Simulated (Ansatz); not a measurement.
# C6H10O: up Jacob's ladder to CCSD(T)

How much do the methods differ for C6H10O? The plan is to run it at one geometry with functionals of several rungs and with coupled cluster, and see how far each lands from CCSD(T) at the basis-set limit for the atomisation energy.

Program: Ansatz 0.2.0, Gaussian basis. Level of theory: functionals in def2-TZVPP, the program's frozen cores in correlated methods. These are calculated values, not measurements.

The runs, in order: PBE-D4, r2SCAN-D4, PBE0-D4, B3LYP-D4, ωB97X-V, ωB97M-V, B2PLYP; CCSD(T)/def2-TZVPP; MP2/def2-QZVPP; extrapolation to the limit.

### 1 Structure used throughout

An earlier PBE0-D4 in a triple-zeta def2 set relaxation fixed the geometry.

SMILES `CC(=O)C=C(C)C`, 17 atoms, charge 0, spin multiplicity 1.

Atoms are counted from 1 here; the program's logs count them from 0.

Bond lengths: C1–C2 1.507 Å, C1–H8 1.093 Å, C1–H9 1.089 Å, C1–H10 1.093 Å, C2–O3 1.215 Å, C2–C4 1.476 Å, C4–C5 1.342 Å, C4–H11 1.087 Å, C5–C6 1.493 Å, C5–C7 1.497 Å, C6–H12 1.095 Å, C6–H13 1.095 Å, C6–H14 1.084 Å, C7–H15 1.095 Å, C7–H16 1.095 Å, C7–H17 1.089 Å. Angles: C2–C1–H8 111.1°, C2–C1–H9 108.1°, C2–C1–H10 111.2°, H8–C1–H9 109.3°, H8–C1–H10 107.9°, H9–C1–H10 109.3°, C1–C2–O3 119.3°, C1–C2–C4 123.1°, O3–C2–C4 117.7°, C2–C4–C5 132.8°, C2–C4–H11 110.0°, C5–C4–H11 117.2°, C4–C5–C6 127.9°, C4–C5–C7 118.9°, C6–C5–C7 113.2°, C5–C6–H12 109.5°, C5–C6–H13 109.5°, C5–C6–H14 114.8° and more.

### 2 PBE-D4 (GGA)

Contents of in.yaml:

```yaml
crystal:
  periodic: [false, false, false]
  atoms:
    - {symbol: C, position_ang: [0.671848, 1.510498, 1.703661]}
    - {symbol: C, position_ang: [0.041979, 0.151786, 1.871337]}
    - {symbol: O, position_ang: [-0.169935, -0.270384, 2.990971]}
    - {symbol: C, position_ang: [-0.336192, -0.706249, 0.731890]}
    - {symbol: C, position_ang: [-0.243990, -0.548880, -0.597517]}
    - {symbol: C, position_ang: [0.306128, 0.619442, -1.347536]}
    - {symbol: C, position_ang: [-0.736563, -1.643786, -1.491993]}
    - {symbol: H, position_ang: [1.621743, 1.441197, 1.168273]}
    - {symbol: H, position_ang: [0.847147, 1.925722, 2.694535]}
    - {symbol: H, position_ang: [0.018293, 2.181600, 1.141371]}
    - {symbol: H, position_ang: [-0.770245, -1.634727, 1.092993]}
    - {symbol: H, position_ang: [1.120557, 0.285448, -1.999045]}
    - {symbol: H, position_ang: [-0.465638, 1.024678, -2.010598]}
    - {symbol: H, position_ang: [0.676847, 1.424882, -0.724422]}
    - {symbol: H, position_ang: [0.072367, -2.005381, -2.135620]}
    - {symbol: H, position_ang: [-1.519302, -1.269356, -2.160217]}
    - {symbol: H, position_ang: [-1.135032, -2.486499, -0.928072]}
basis:
  gaussian: {orbitals: def2-TZVPP}
hamiltonian: {xc: pbe, dispersion: d4}
output: {forces: true, orbitals: {seedname: orbitals}}
```

Run with:

```bash
ansatz run in.yaml --threads 2 --pin off --events-out ev --progress --plain --max-ram 31744MiB --backend cuda --devices 0, --max-vram 18GiB
```

Further steps of the session: r2SCAN-D4 (meta-GGA); PBE0-D4 (hybrid); B3LYP-D4 (hybrid); ωB97X-V (range-separated); ωB97M-V (range-separated); B2PLYP (double hybrid); CCSD(T) in def2-TZVPP; MP2 in def2-QZVPP.

Q: Predict the results of all the runs planned. Wanted: atomisation energy, CCSD(T)/CBS; farthest; mean size of error, hybrid; mean size of error, range-separated; gap, smallest and largest; T1 diagnostic; triples share of the correlation energy.

The runs gave:

| quantity | value |
| --- | --- |
| atomisation energy, CCSD(T)/CBS | 7182.1 kJ/mol |
| functionals within 35.9 kJ/mol (0.5 %) | B3LYP-D4, ωB97X-V, ωB97M-V |
| farthest | PBE-D4 (+211.5 kJ/mol) |
| mean size of error, hybrid | 50.6 kJ/mol |
| mean size of error, range-separated | 20.2 kJ/mol |
| gap, smallest and largest | 3.16 eV (PBE-D4), 10.52 eV (ωB97X-V) |
| T1 diagnostic | 0.0131 |
| triples share of the correlation energy | 4.2 % |

What this shows: PBE-D4 is off by +211.5 kJ/mol. Double hybrids carry the basis error of their MP2 part in triple zeta, and no dispersion term here, so their miss is partly the set-up's. The reference freezes the cores and leaves out relativity and excitations past (T), so misses under about 35.9 kJ/mol can't be ranked. Hartree-Fock recovers 74 % of the binding; the rest is correlation. The gap grows from 3.2 to 10.5 eV across the functionals, mostly with the share of exact exchange. The restricted reference is unstable towards a spin-broken one.
